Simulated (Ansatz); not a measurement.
**CH₄F₂SSi: a ladder of functionals and wavefunction methods**

One table from this session's results is given with a row withheld; the runs are named, their logs left out.

Program: Ansatz 0.2.0, Gaussian basis. Level of theory: functionals in def2-TZVPP, the program's frozen cores in correlated methods. These are calculated values, not measurements.

Plan: LDA (SPW92), PBE-D4, revPBE-D4, BLYP-D4, r2SCAN-D4, B97M-V, PBE0-D4, B3LYP-D4, r2SCANh-D4, r2SCAN0-D4, HSE06-D4, BHLYP-D4, CAM-B3LYP-D4, LC-ωPBE, ωB97X-V, ωB97M-V, B2PLYP, PBE-QIDH; CCSD(T)/def2-SVP; CCSD(T)/def2-TZVPP; MP2/def2-QZVPP; extrapolation to the limit; RPA on PBE.

## The geometry

All runs share one geometry, relaxed beforehand with PBE0-D4 in a triple-zeta def2 set.

SMILES `CS[SiH](F)F`, 9 atoms, charge 0, spin multiplicity 1.

Atoms are counted from 1 here; the program's logs count them from 0.

Bond lengths: C1–S2 1.823 Å, C1–H6 1.089 Å, C1–H7 1.089 Å, C1–H8 1.089 Å, S2–Si3 2.093 Å, Si3–F4 1.589 Å, Si3–F5 1.589 Å, Si3–H9 1.471 Å. Angles: S2–C1–H6 106.2°, S2–C1–H7 110.8°, S2–C1–H8 110.8°, H6–C1–H7 109.2°, H6–C1–H8 109.2°, H7–C1–H8 110.5°, C1–S2–Si3 99.4°, S2–Si3–F4 111.3°, S2–Si3–F5 111.4°, S2–Si3–H9 110.2°, F4–Si3–F5 104.4°, F4–Si3–H9 109.7°, F5–Si3–H9 109.7°.

As a file:

```xyz
9

C     0.19058   -0.97167   -1.16086
S     0.77131   -0.94720    0.56651
Si   -0.09411    0.85304    1.19097
F    -1.67188    0.83144    1.00387
F     0.39459    2.07127    0.29548
H     0.58407   -1.88696   -1.60025
H     0.57666   -0.11544   -1.71109
H    -0.89694   -0.99284   -1.20328
H     0.23422    1.11206    2.60155
```

Set-up of the first run:

in.yaml reads:

```yaml
crystal:
  periodic: [false, false, false]
  atoms:
    - {symbol: C, position_ang: [0.190581, -0.971667, -1.160863]}
    - {symbol: S, position_ang: [0.771305, -0.947198, 0.566507]}
    - {symbol: Si, position_ang: [-0.094106, 0.853042, 1.190968]}
    - {symbol: F, position_ang: [-1.671882, 0.831435, 1.003873]}
    - {symbol: F, position_ang: [0.394589, 2.071269, 0.295478]}
    - {symbol: H, position_ang: [0.584068, -1.886956, -1.600247]}
    - {symbol: H, position_ang: [0.576664, -0.115443, -1.711087]}
    - {symbol: H, position_ang: [-0.896936, -0.992844, -1.203278]}
    - {symbol: H, position_ang: [0.234217, 1.112061, 2.601549]}
basis:
  gaussian: {orbitals: def2-TZVPP}
hamiltonian: {xc: lda}
output: {orbitals: {seedname: orbitals}}
```

Launch:

```
$ ansatz run in.yaml --threads 4 --pin off --events-out ev --progress --plain --max-ram 10444MiB
```

Steps of the session up to this table: LDA; PBE-D4 (GGA); revPBE-D4 (GGA); BLYP-D4 (GGA); r2SCAN-D4 (meta-GGA); B97M-V (meta-GGA); PBE0-D4 (hybrid); B3LYP-D4 (hybrid); r2SCANh-D4 (hybrid); r2SCAN0-D4 (hybrid); HSE06-D4 (hybrid); BHLYP-D4 (hybrid); CAM-B3LYP-D4 (range-separated); LC-ωPBE (range-separated); ωB97X-V (range-separated); ωB97M-V (range-separated); B2PLYP (double hybrid); PBE-QIDH (double hybrid).

One of the session's tables, all rows but one given; the rest of the session is left out.

It belongs to the step «Frontier levels by functional». 

```
  functional  HOMO (eV)  gap (eV)
 LDA (SPW92)      -6.46      5.09
      PBE-D4      -6.34      5.19
   revPBE-D4      -6.29      5.25
     BLYP-D4      -6.17      5.15
   r2SCAN-D4      -6.61      5.79
      B97M-V      -6.72      5.80
     PBE0-D4      -7.59      7.41
    B3LYP-D4      -7.34      6.91
  r2SCANh-D4      -7.07      6.59
  r2SCAN0-D4      -7.77      7.79
    HSE06-D4          ?         ?
    BHLYP-D4      -8.70      9.46
CAM-B3LYP-D4      -8.93      9.79
     LC-ωPBE     -10.34     12.46
     ωB97X-V      -9.97     11.93
     ωB97M-V      -9.80     11.50
```

Estimate the missing values for HSE06-D4.

As computed: HOMO (eV): -7.19; gap (eV): 6.62. In the column «HOMO (eV)» it lies between B3LYP-D4 (-7.34) and r2SCANh-D4 (-7.07).
